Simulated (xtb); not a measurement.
**Si2H4O2F (SMILES O[SiH](F)O[SiH2]) at GFN1-xTB**

Wanted: a structure relaxation of Si2H4O2F. 

The calculation is run with xtb 6.7.1.

## 1. The structure to begin with

Si2H4O2F has 9 atoms, charge 0, and is taken as a doublet. As SMILES, `O[SiH](F)O[SiH2]`. All atoms were displaced at random from a relaxed shape. The run starts from this shape.

Bond lengths: O1–Si2 1.626 Å, Si2–F3 1.646 Å, Si2–O4 1.572 Å, O4–Si5 1.586 Å, O1–H6 1.074 Å, Si2–H7 1.474 Å, Si5–H8 1.424 Å, Si5–H9 1.512 Å. Some angles: O1–Si2–F3 107.8°, O1–Si2–O4 113.2°, F3–Si2–O4 108.5°, Si2–O4–Si5 150.2°, O1–Si2–H7 102.9°, F3–Si2–H7 114.3°, O4–Si2–H7 110.1°, Si2–O1–H6 120.0°, O4–Si5–H8 113.9°, O4–Si5–H9 102.5°.

## 2. A structure relaxation at GFN1-xTB

.CHRG reads:

```
0
```

.UHF reads:

```
1
```

xtb.inp reads:

```
$opt
   hessian=lindh
$end
```

struc.tmol reads:

```
$coord
     -3.565251793025      2.365729238158      0.365151779061  o
     -0.571094132123      1.694857566654      0.524644663980  si
      0.942954438927      3.636872413149     -1.377175707844  f
      0.046336084576     -1.094491576861     -0.288088747699  o
      2.044778153151     -3.253333598894     -0.861752907352  si
     -4.570491605020      2.105532848058     -1.378196159951  h
      0.002985767277      2.053640968676      3.226159337222  h
      4.557320213931     -2.351159449737     -1.199257993210  h
      1.445999533302     -5.198050753747      1.144361449290  h
$end
```

Launch:

```console
$ xtb struc.tmol --opt normal --input xtb.inp --gfn 1 --parallel 1 > out.txt
```

**Question.** What will come out? Wanted: total energy at the end; dipole moment; HOMO energy; LUMO energy; dispersion energy.

Answer, from the run:

At GFN1-xTB:

```
                   quantity         value
    total energy at the end  -20.64628 Eh
              dipole moment        2.99 D
HOMO energy (partly filled)      -8.37 eV
                LUMO energy      -4.63 eV
          dispersion energy  -7.25 kJ/mol
```

In words: At the final geometry: Bond lengths: O1–Si2 1.594 Å, Si2–F3 1.587 Å, Si2–O4 1.660 Å, O4–Si5 1.656 Å, O1–H6 0.945 Å, Si2–H7 1.425 Å, Si5–H8 1.468 Å, Si5–H9 1.468 Å. Some angles: O1–Si2–F3 109.5°, O1–Si2–O4 113.0°, F3–Si2–O4 107.8°, Si2–O4–Si5 179.3°, O1–Si2–H7 109.2°, F3–Si2–H7 107.9°, O4–Si2–H7 109.4°, Si2–O1–H6 174.0°, O4–Si5–H8 105.0°, O4–Si5–H9 104.6°. The optimisation took 16 steps and changed the energy by -1.135 eV.
